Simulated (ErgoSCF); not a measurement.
# SVWN5/def2-TZVPP run of KF (SMILES [F][K])

What is the electronic atomisation energy of KF at SVWN5/def2-TZVPP? 

Program for the calculation: ErgoSCF 3.8.

16 further runs of the same task are left out: 5 that didn't finish, 11 set aside as unsound or not needed.

## Step 1: The structure to begin with

The species is KF (2 atoms), meant as a singlet with charge 0. As SMILES, `[F][K]`. The shape is that of a PBE0-D4/def2-TZVP optimisation.

Bond lengths: F1–K2 2.188 Å.

## Step 2: The energy at SVWN5/def2-TZVPP

File job.ego:

```
# FK
set_nthreads(1)
molecule_inline
F      1.78786989    -0.68483675     0.88892717
K     -1.73212297     0.57107523    -0.88117929
EOF
scf.max_number_of_iterations = 120
scf.use_diagonalization = 1
XC.sparse_mode = 0
XC.angint = 41
tmpdir = "."
XC.radint = 1e-11
basis = "def2-TZVPP"
scf.output_mulliken_pop = 1
run "SVWN5"
```

The basis set def2-TZVPP is read from a file made from the Basis Set Exchange's data (not shown).

The run is started by

```
$ ergo < job.ego
```

What it wrote:

```text
[...]
INSC SCF_general constructor, number of basis functions: 64
[...]
INSC Energy   1 =       -248.10686889982
[...]
INDE E_LUMO =         -0.05449435504
[...]
INSC Energy  27 =       -697.49617900560  ( diff      0.000000000001819 )
[...]
RESC CONVERGED after  27 iterations.
RESC FINAL ENERGY:       -697.49617900560
[...]
INSC SCF: dipole_moment_x [atomic units] =      -2.75655381
INSC SCF: dipole_moment_y [atomic units] =       0.98352165
INSC SCF: dipole_moment_z [atomic units] =      -1.38619428
[...]
```

Run time: 11 s. Hardware: 1 thread of AMD EPYC 9R45 (Zen 5), shared host; peak memory 0.27 GiB.

## Step 3: The F atom at the same level

File ergo.in:

```
set_nthreads(1)
tmpdir = "."
spin_polarization = 1
scf.use_diagonalization = 1
XC.sparse_mode = 0
scf.max_number_of_iterations = 120
XC.radint = 1e-11
scf.output_mulliken_pop = 1
XC.angint = 41
basis = "def2-TZVPP"
molecule_inline
F  0.00000000 0.00000000 0.00000000
EOF
run "SVWN5"
```

The basis set def2-TZVPP is read from a file made from the Basis Set Exchange's data (not shown).

Run the same way, it converges to -99.10740 Eh (log not shown).

## Step 4: The K atom at the same level

File ergo.in:

```
set_nthreads("env")
molecule_inline Angstrom
K        0.000000       0.000000       0.000000
EOF
basis = "def2-TZVPP"
scf.output_mulliken_pop = 1
tmpdir = "."
XC.sparse_mode = 0
XC.angint = 41
scf.use_diagonalization = 1
XC.radint = 1e-11
scf.max_number_of_iterations = 120
spin_polarization = 1
run "SVWN5"
```

The basis set def2-TZVPP is read from a file made from the Basis Set Exchange's data (not shown).

Run the same way, it converges to -598.17868 Eh (log not shown).

## Step 5: What came out

At SVWN5/def2-TZVPP:

| quantity | value |
| --- | --- |
| molecule: total energy | -697.49618 Eh |
| molecule: dipole moment | 8.23 D |
| F atom: total energy | -99.10740 Eh |
| F atom: dipole moment | 0.00 D |
| F atom: ⟨S²⟩ | 0.751 |
| K atom: total energy | -598.17868 Eh |
| K atom: dipole moment | 0.00 D |
| K atom: ⟨S²⟩ | 0.750 |
| electronic atomisation energy | 5.717 eV |

In words: Taking the molecule apart into free atoms costs 5.72 eV (132 kcal/mol), before zero-point energy and without spin-orbit coupling.
